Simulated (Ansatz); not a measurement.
# H₅NOSiSn: small, medium and large basis sets

Aim: see how fast density functionals converge with the basis set for H₅NOSiSn.

Computed with Ansatz 0.2.0, Gaussian basis. Level: one geometry, several basis sets.

Levels to be run: PBE0-D4/def2-SVP; ωB97M-V/def2-SVP; PBE0-D4/def2-QZVPP; ωB97M-V/def2-QZVPP; the functionals' def2-TZVPP values are taken from earlier runs.

## Step 1: The relaxed structure

An earlier PBE0-D4 in a triple-zeta def2 set relaxation fixed the geometry. Sn takes the def2 core potential; no spin-orbit term is included.

SMILES `[NH2][Sn][O][SiH3]`, 9 atoms, charge 0, spin multiplicity 1.

Atoms are counted from 1 here; the program's logs count them from 0.

Bond lengths: N1–Sn2 2.011 Å, N1–H5 1.010 Å, N1–H6 1.008 Å, Sn2–O3 1.989 Å, O3–Si4 1.623 Å, Si4–H7 1.496 Å, Si4–H8 1.489 Å, Si4–H9 1.489 Å. Angles: Sn2–N1–H5 124.3°, Sn2–N1–H6 124.2°, H5–N1–H6 111.5°, N1–Sn2–O3 95.2°, Sn2–O3–Si4 144.0°, O3–Si4–H7 112.1°, O3–Si4–H8 110.7°, O3–Si4–H9 110.7°, H7–Si4–H8 107.4°, H7–Si4–H9 107.4°, H8–Si4–H9 108.5°.

## Step 2: PBE0-D4 in def2-SVP

The input, in.yaml:

```yaml
crystal:
  periodic: [false, false, false]
  atoms:
    - {symbol: N, position_ang: [-0.671372, 1.493578, -1.238151]}
    - {symbol: Sn, position_ang: [0.551793, 0.169584, -2.130172]}
    - {symbol: O, position_ang: [0.832684, -0.940299, -0.503375]}
    - {symbol: Si, position_ang: [0.448496, -1.088777, 1.066852]}
    - {symbol: H, position_ang: [-0.946626, 1.449691, -0.267609]}
    - {symbol: H, position_ang: [-1.089468, 2.283021, -1.705854]}
    - {symbol: H, position_ang: [-0.480855, -0.008649, 1.522386]}
    - {symbol: H, position_ang: [1.668957, -1.012682, 1.916496]}
    - {symbol: H, position_ang: [-0.225110, -2.391966, 1.322127]}
basis:
  gaussian: {orbitals: def2-SVP}
hamiltonian: {xc: pbe0, dispersion: d4}
output: {orbitals: {seedname: orbitals}}
```

Command:

```
ansatz run in.yaml --threads 4 --pin off --events-out ev --progress --plain --max-ram 10444MiB
```

The runs that follow: ωB97M-V in def2-SVP; PBE0-D4 in def2-QZVPP; ωB97M-V in def2-QZVPP.

Q: Predict the results of all the runs planned. Wanted: PBE0-D4: double and triple zeta above quadruple; ωB97M-V: double and triple zeta above quadruple.

**Answer**, as computed:

```
                                       quantity          value
PBE0-D4: double and triple zeta above quadruple  8.31, 0.56 eV
ωB97M-V: double and triple zeta above quadruple  8.45, 0.53 eV
```

**Reading.** PBE0-D4 gains 7.75 eV from double to triple zeta, then 0.56 eV more. Total energies overstate the basis error of differences, where much of it tends to cancel.
